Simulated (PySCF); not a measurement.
# [Dy(H2O)6]3+: forces at shaken geometries

Aim: move all atoms of relaxed [Dy(H2O)6]3+ at random and read energies and forces. The species was built from a template and needn't be a known compound.

Method: PBE0, Dy lcecp-1-SVP with ECP55, O def2-SVP, H def2-SVP; scalar-relativistic core potentials, no spin–orbit coupling; program: PySCF 2.14.0.

2 further runs of the same task are left out: 2 for a known fault of the program.

**1. The system as given**

19 atoms, charge 3, spin multiplicity 1.

Bond lengths: Dy1–O2 2.350 Å, Dy1–O5 2.350 Å, Dy1–O8 2.350 Å, Dy1–O11 2.350 Å, Dy1–O14 2.350 Å, Dy1–O17 2.350 Å, O2–H3 0.977 Å, O2–H4 0.977 Å, O5–H6 0.977 Å, O5–H7 0.977 Å, O8–H9 0.977 Å, O8–H10 0.977 Å, O11–H12 0.977 Å, O11–H13 0.977 Å, O14–H15 0.977 Å, O14–H16 0.977 Å, O17–H18 0.977 Å, O17–H19 0.977 Å. Angles: O2–Dy1–O5 180.0°, O2–Dy1–O8 90.0°, O2–Dy1–O11 90.0°, O2–Dy1–O14 90.0°, O2–Dy1–O17 90.0°, O5–Dy1–O8 90.0°, O5–Dy1–O11 90.0°, O5–Dy1–O14 90.0°, O5–Dy1–O17 90.0°, O8–Dy1–O11 90.0°, O8–Dy1–O14 180.0°, O8–Dy1–O17 90.0°, O11–Dy1–O14 90.0°, O11–Dy1–O17 180.0°, O14–Dy1–O17 90.0°, Dy1–O2–H3 128.0°, Dy1–O2–H4 128.0°, H3–O2–H4 104.0° and more.

Geometry (Å):

```xyz
19
DyH12O6
Dy    0.0000    0.0000    0.0000
O     0.0000    0.0000    2.3500
H     0.7702   -0.0042    2.9512
H    -0.7702    0.0042    2.9512
O     0.0000    0.0000   -2.3500
H     0.7702    0.0006   -2.9512
H    -0.7702   -0.0006   -2.9512
O     2.3505   -0.0055    0.0000
H     2.9499   -0.7771    0.0006
H     2.9535    0.7633   -0.0006
O     0.0055    2.3500    0.0000
H     0.0103    2.9512    0.7702
H     0.0036    2.9512   -0.7702
O    -2.3505    0.0055    0.0000
H    -2.9499    0.7771    0.0006
H    -2.9535   -0.7633   -0.0006
O    -0.0055   -2.3500    0.0000
H    -0.0103   -2.9512    0.7702
H    -0.0036   -2.9512   -0.7702
```

Formal oxidation states: Dy +3. Each metal's 9 4f electrons lie in its core potential, so multiplicities, spins and levels count the valence alone. An earlier session relaxed this geometry at PBE0, Dy lcecp-1-SVP with ECP55, O def2-SVP, H def2-SVP (singlet, point group Th).

Its energy there is -494.010515 Eh.

**2. Atoms moved at random, σ = 0.06 Å**

Contents of run.py (the lines that set the calculation):

```python
mol = gto.M(atom='''
Dy     0.00666    -0.03521    -0.06071
O     -0.00928     0.02856     2.39680
H      0.83546     0.05306     2.96846
H     -0.65211     0.09956     2.93641
O      0.00353     0.04457    -2.49526
H      0.75352     0.05704    -3.06178
H     -0.75989    -0.13003    -2.95178
O      2.30877     0.01975    -0.04349
H      2.93123    -0.80958     0.01848
H      2.95186     0.85610    -0.05308
O     -0.06112     2.29724     0.01007
H      0.00116     2.91516     0.86651
H     -0.02278     2.91083    -0.68105
O     -2.25500    -0.00344    -0.00566
H     -3.06572     0.77264    -0.00014
H     -2.96480    -0.78160     0.12312
O     -0.01156    -2.29999    -0.03476
H     -0.02858    -2.97277     0.81863
H      0.03864    -3.02189    -0.75075''',
    basis={'Dy': 'lcecp-1-SVP', 'O': 'def2-SVP', 'H': 'def2-SVP'},
    ecp={'Dy': 'lcecp-1-SVP'},
    charge=3, spin=0)
mf = dft.RKS(mol, xc='PBE0')
mf.grids.atom_grid = (50, 194)  # f atoms: unpruned, at least (60, 302)
mf = mf.density_fit()  # fitting sets: Dy AutoAux, O def2-universal-JKFIT, H def2-universal-JKFIT
mf.conv_tol = 1e-08; mf.max_cycle = 55
mf.kernel(dm0)  # dm0: the density of the relaxed state
```

Run with:

```console
> OMP_NUM_THREADS=4 python run.py
```

The log of the run:

```text
init E= -493.587760776385
  HOMO = -0.861275275585869  LUMO = -0.530693647554898  gap/eV = 8.99558
cycle= 1 E= -493.913472662569  delta_E= -0.326  |g|= 0.256  |ddm|= 0.531
  HOMO = -0.777921579420145  LUMO = -0.463975917600963  gap/eV = 8.54290
cycle= 2 E= -493.899728598052  delta_E= 0.0137  |g|= 0.384  |ddm|= 0.398
  HOMO = -0.824746266159283  LUMO = -0.46885813170052  gap/eV = 9.68421
cycle= 3 E= -493.927079704715  delta_E= -0.0274  |g|= 0.0202  |ddm|= 0.23
  HOMO = -0.824000198777309  LUMO = -0.470636631189893  gap/eV = 9.61551
cycle= 4 E= -493.92713994825  delta_E= -6.02e-05  |g|= 0.00886  |ddm|= 0.0176
  HOMO = -0.824279933811941  LUMO = -0.47077220495439  gap/eV = 9.61944
cycle= 5 E= -493.927152972792  delta_E= -1.3e-05  |g|= 0.00311  |ddm|= 0.00691
  HOMO = -0.824223408451536  LUMO = -0.470819724633471  gap/eV = 9.61660
cycle= 6 E= -493.927154765099  delta_E= -1.79e-06  |g|= 0.000378  |ddm|= 0.00205
  HOMO = -0.824202042977669  LUMO = -0.470814763912948  gap/eV = 9.61616
cycle= 7 E= -493.927154788791  delta_E= -2.37e-08  |g|= 0.000176  |ddm|= 0.000368
  HOMO = -0.824216368290119  LUMO = -0.470813178859469  gap/eV = 9.61659
cycle= 8 E= -493.927154794223  delta_E= -5.43e-09  |g|= 4.34e-05  |ddm|= 0.000131
  HOMO = -0.82421262489257  LUMO = -0.470812950818193  gap/eV = 9.61649
Extra cycle  E= -493.92715479406  delta_E= 1.62e-10  |g|= 5.44e-05  |ddm|= 6.77e-05
converged SCF energy = -493.92715479406
```

Wall time 7.9 s (4 threads of Intel Xeon 6975P-C (Granite Rapids), shared host).

Result: E = -493.927155 Eh (+2.268 eV from the relaxed state), HOMO -22.43 eV, LUMO -12.81 eV, Mulliken charge on Dy1 +1.34 e, largest force component 9.891 eV/Å. 

```tsv
atom	Fx	Fy	Fz (eV/Å)
Dy1	0.080	0.599	0.022
O2	9.891	-0.793	-6.240
H3	-1.681	-0.080	-1.010
H4	-8.126	0.849	6.764
O5	2.006	0.586	4.488
H6	1.200	0.037	-1.456
H7	-3.260	-0.685	-2.612
O8	3.177	0.313	0.196
H9	-1.235	2.130	-0.189
H10	-1.605	-2.465	0.012
O11	0.269	0.005	4.745
H12	-0.255	-1.795	-2.389
H13	0.038	1.954	-2.376
O14	-6.417	0.636	0.530
H15	3.486	-2.333	-0.135
H16	2.407	1.643	-0.398
O17	0.113	-4.465	1.803
H18	0.010	2.446	-2.541
H19	-0.097	1.417	0.784
```

**3. Atoms moved at random, σ = 0.15 Å**

Contents of run.py (the lines that set the calculation):

```python
mol = gto.M(atom='''
Dy    -0.03578     0.15071    -0.16987
O      0.08509    -0.03153     2.36129
H      0.78235    -0.02460     3.13014
H     -0.80074    -0.14375     2.78215
O     -0.25148    -0.08974    -2.29661
H      0.70365     0.10277    -2.68656
H     -0.68734     0.01369    -2.91027
O      2.14731     0.02678    -0.10591
H      2.74824    -0.75206     0.29001
H      2.93974     1.13206    -0.13030
O     -0.00090     2.49156    -0.03224
H      0.26651     2.97658     0.82099
H      0.31284     3.04508    -0.71220
O     -2.45966    -0.00107    -0.25367
H     -2.81146     0.57718     0.14787
H     -3.00126    -0.84885    -0.00165
O     -0.12504    -2.52338    -0.32942
H      0.22598    -3.11304     0.72358
H     -0.03805    -2.98838    -0.62733''',
    basis={'Dy': 'lcecp-1-SVP', 'O': 'def2-SVP', 'H': 'def2-SVP'},
    ecp={'Dy': 'lcecp-1-SVP'},
    charge=3, spin=0)
mf = dft.RKS(mol, xc='PBE0')
mf.grids.atom_grid = (50, 194)  # f atoms: unpruned, at least (60, 302)
mf = mf.density_fit()  # fitting sets: Dy AutoAux, O def2-universal-JKFIT, H def2-universal-JKFIT
mf.conv_tol = 1e-08; mf.max_cycle = 55
mf.kernel(dm0)  # dm0: the density of the relaxed state
```

Run with:

```console
> OMP_NUM_THREADS=4 python run.py
```

The log of the run:

```text
init E= -492.406635453765
  HOMO = -0.995109073482607  LUMO = -0.721520655601477  gap/eV = 7.44472
cycle= 1 E= -493.093746153704  delta_E= -0.687  |g|= 0.739  |ddm|= 1.64
  HOMO = -0.66883925005396  LUMO = -0.48419376288433  gap/eV = 5.02446
cycle= 2 E= -492.922612145541  delta_E= 0.171  |g|= 1.19  |ddm|= 1.22
  HOMO = -0.796954674855756  LUMO = -0.525046951004121  gap/eV = 7.39899
cycle= 3 E= -493.199454640412  delta_E= -0.277  |g|= 0.111  |ddm|= 0.784
  HOMO = -0.803746367687809  LUMO = -0.52614829561362  gap/eV = 7.55383
cycle= 4 E= -493.2013433383  delta_E= -0.00189  |g|= 0.0539  |ddm|= 0.0982
  HOMO = -0.79866933061157  LUMO = -0.528986281360151  gap/eV = 7.33845
cycle= 5 E= -493.20188158763  delta_E= -0.000538  |g|= 0.00865  |ddm|= 0.038
  HOMO = -0.800161115940354  LUMO = -0.528669573451651  gap/eV = 7.38766
cycle= 6 E= -493.201894975488  delta_E= -1.34e-05  |g|= 0.00323  |ddm|= 0.00736
  HOMO = -0.799793442413614  LUMO = -0.528686812306518  gap/eV = 7.37719
cycle= 7 E= -493.201896855204  delta_E= -1.88e-06  |g|= 0.000689  |ddm|= 0.00235
  HOMO = -0.799911688794878  LUMO = -0.528684466618028  gap/eV = 7.38047
cycle= 8 E= -493.201896950575  delta_E= -9.54e-08  |g|= 0.000133  |ddm|= 0.000581
  HOMO = -0.799907161378368  LUMO = -0.528684102895763  gap/eV = 7.38036
cycle= 9 E= -493.20189695437  delta_E= -3.8e-09  |g|= 5.67e-05  |ddm|= 0.000152
  HOMO = -0.799904730092421  LUMO = -0.5286828349061  gap/eV = 7.38032
Extra cycle  E= -493.201896953793  delta_E= 5.77e-10  |g|= 8.12e-05  |ddm|= 8.56e-05
converged SCF energy = -493.201896953793
```

Wall time 8.1 s (4 threads of Intel Xeon 6975P-C (Granite Rapids), shared host).

Read off: E = -493.201897 Eh (+22.004 eV from the relaxed state), HOMO -21.77 eV, LUMO -14.39 eV, Mulliken charge on Dy1 +1.30 e, largest force component 93.431 eV/Å. 

```tsv
atom	Fx	Fy	Fz (eV/Å)
Dy1	-1.529	-1.264	2.190
O2	0.669	-0.011	0.865
H3	-1.831	-0.023	-1.812
H4	0.838	0.061	0.249
O5	17.105	-1.915	16.577
H6	-2.293	-0.899	0.573
H7	-14.502	2.859	-19.211
O8	5.349	2.555	1.081
H9	-1.254	2.357	-1.297
H10	-2.859	-4.908	0.157
O11	0.359	-1.128	3.288
H12	-0.760	-0.623	-1.365
H13	0.459	1.826	-1.960
O14	7.754	-15.643	-7.681
H15	-8.780	13.875	9.020
H16	1.170	1.872	-1.039
O17	-15.095	91.534	66.907
H18	-1.820	2.904	-4.417
H19	17.020	-93.431	-62.126
```

**4. Atoms moved at random, σ = 0.1 Å**

Contents of run.py (the lines that set the calculation):

```python
mol = gto.M(atom='''
Dy     0.04134    -0.07899    -0.00128
O     -0.03591    -0.06687     2.30180
H      0.80848     0.00245     2.85187
H     -0.87192     0.01221     2.80457
O      0.04027    -0.15201    -2.47299
H      0.66652     0.03072    -2.93440
H     -0.78530     0.13222    -2.88149
O      2.43210     0.18493     0.05421
H      3.07399    -0.83996     0.15048
H      2.94117     0.71727    -0.01847
O     -0.10803     2.35262     0.17059
H     -0.13252     3.02270     0.83428
H      0.05492     2.90615    -0.80351
O     -2.24400     0.21759    -0.09605
H     -2.94989     0.66304    -0.01600
H     -2.78633    -0.81004     0.04528
O     -0.02183    -2.27726    -0.15448
H      0.05788    -2.98261     0.96568
H     -0.18092    -3.03416    -0.80009''',
    basis={'Dy': 'lcecp-1-SVP', 'O': 'def2-SVP', 'H': 'def2-SVP'},
    ecp={'Dy': 'lcecp-1-SVP'},
    charge=3, spin=0)
mf = dft.RKS(mol, xc='PBE0')
mf.grids.atom_grid = (50, 194)  # f atoms: unpruned, at least (60, 302)
mf = mf.density_fit()  # fitting sets: Dy AutoAux, O def2-universal-JKFIT, H def2-universal-JKFIT
mf.conv_tol = 1e-08; mf.max_cycle = 55
mf.kernel(dm0)  # dm0: the density of the relaxed state
```

Run with:

```console
> OMP_NUM_THREADS=4 python run.py
```

The log of the run:

```text
init E= -493.070280433464
  HOMO = -0.923645706285893  LUMO = -0.65592808099602  gap/eV = 7.28497
cycle= 1 E= -493.655847324202  delta_E= -0.586  |g|= 0.46  |ddm|= 0.996
  HOMO = -0.744355559521892  LUMO = -0.471457226832864  gap/eV = 7.42594
cycle= 2 E= -493.603863539323  delta_E= 0.052  |g|= 0.702  |ddm|= 0.723
  HOMO = -0.804353468316503  LUMO = -0.501265080572807  gap/eV = 8.24746
cycle= 3 E= -493.697495530671  delta_E= -0.0936  |g|= 0.0744  |ddm|= 0.449
  HOMO = -0.807965998375501  LUMO = -0.50503527460139  gap/eV = 8.24316
cycle= 4 E= -493.698416947886  delta_E= -0.000921  |g|= 0.0284  |ddm|= 0.0582
  HOMO = -0.804947607601676  LUMO = -0.506495792860548  gap/eV = 8.12129
cycle= 5 E= -493.698561520671  delta_E= -0.000145  |g|= 0.00624  |ddm|= 0.0205
  HOMO = -0.806074929946416  LUMO = -0.506432010901943  gap/eV = 8.15370
cycle= 6 E= -493.698569099713  delta_E= -7.58e-06  |g|= 0.00104  |ddm|= 0.00475
  HOMO = -0.805937232918854  LUMO = -0.506456044692101  gap/eV = 8.14930
cycle= 7 E= -493.698569296074  delta_E= -1.96e-07  |g|= 0.00043  |ddm|= 0.00102
  HOMO = -0.805971865993868  LUMO = -0.506457653516058  gap/eV = 8.15020
cycle= 8 E= -493.698569328793  delta_E= -3.27e-08  |g|= 0.000106  |ddm|= 0.000323
  HOMO = -0.80596125664162  LUMO = -0.506454604454532  gap/eV = 8.14999
cycle= 9 E= -493.698569331079  delta_E= -2.29e-09  |g|= 2.48e-05  |ddm|= 9.42e-05
  HOMO = -0.805964497690436  LUMO = -0.506453977727102  gap/eV = 8.15010
Extra cycle  E= -493.698569330988  delta_E= 9.11e-11  |g|= 3.43e-05  |ddm|= 3.73e-05
converged SCF energy = -493.698569330988
```

It took 8.4 s on 4 threads of Intel Xeon 6975P-C (Granite Rapids), shared host.

It gives: E = -493.698569 Eh (+8.488 eV from the relaxed state), HOMO -21.93 eV, LUMO -13.78 eV, Mulliken charge on Dy1 +1.31 e, largest force component 25.525 eV/Å. 

```tsv
atom	Fx	Fy	Fz (eV/Å)
Dy1	0.563	1.917	-0.645
O2	1.172	-0.101	-0.127
H3	-1.790	0.000	-0.124
H4	0.655	0.065	0.634
O5	-12.730	-3.353	10.996
H6	12.780	3.594	-9.941
H7	-0.136	-0.046	-0.688
O8	-17.319	-25.525	3.224
H9	-2.562	4.856	-0.518
H10	19.508	20.385	-2.724
O11	0.966	0.156	-5.714
H12	-0.061	1.299	1.163
H13	-0.750	-1.874	4.260
O14	6.401	-11.417	-0.084
H15	-8.975	6.965	0.880
H16	2.321	4.042	-0.788
O17	0.013	-4.749	4.424
H18	-0.332	2.798	-4.805
H19	0.274	0.987	0.578
```

**5. The displacements side by side**

| σ (Å) | energy rise (eV) | harmonic estimate −½ F·u (eV) | largest force component (eV/Å) |
| --- | --- | --- | --- |
| 0.06 | 2.268 | 2.232 | 9.89 |
| 0.15 | 22.004 | 26.815 | 93.43 |
| 0.1 | 8.488 | 8.351 | 25.53 |

Every displacement raises the energy. For a harmonic well the rise equals −½ F·u; the two differ by at most 22 % here (a move with σ = 0.15 Å), from anharmonicity, the grid and the small forces left at the relaxed point. These are double-zeta-type bases without diffuse functions. Spin–orbit coupling is left out.
